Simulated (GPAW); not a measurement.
Runs of GPAW 26.7.0 on BiTe. The structure is cubic, space group Fm-3m (No. 225). The conventional cell has a = 6.470 Å, b = 6.470 Å, c = 6.470 Å, α = 90.00°, β = 90.00°, γ = 90.00°. Bi (site symmetry m-3m) is surrounded by 6 Te at 3.23 Å. Te (site symmetry m-3m) is surrounded by 6 Bi at 3.23 Å. 

```tsv
level	gap on the mesh (eV)	pressure (GPa)	relaxed volume (Å³/atom)
PBEsol+D3(BJ)+ATM	none	0.0	(b)
PBEsol+D3	none	0.0	32.03
PBEsol+D4	none	0.0	(a)
PBEsol	none	0.1	32.62
PBEsol+D3(BJ)	none	0.0	31.33
```

Alike in all rows: task relaxation of cell and atoms; potentials or basis PAW data sets generated in the run's folder for this functional, pw; no spin polarisation; cell relaxed; k mesh 7 × 7 × 7; cutoff (eV) 600; smearing fermi-dirac 0.05 eV.

Q: Estimate the missing entries.

A: (a) 31.87; (b) 31.46.

Caveats: later steps reuse the first step's grids; spin-orbit coupling is left out, which moves the levels of the heavy elements; pairwise dispersion overbinds metals, which lowers pressure and volume (some runs).

A k mesh can miss the band edges, and the runs leave out spin-orbit coupling on Bi, Te.

A gap of «none» marks a metal or a gap under the smearing width.

Runs at the PBE level aren't shown here.
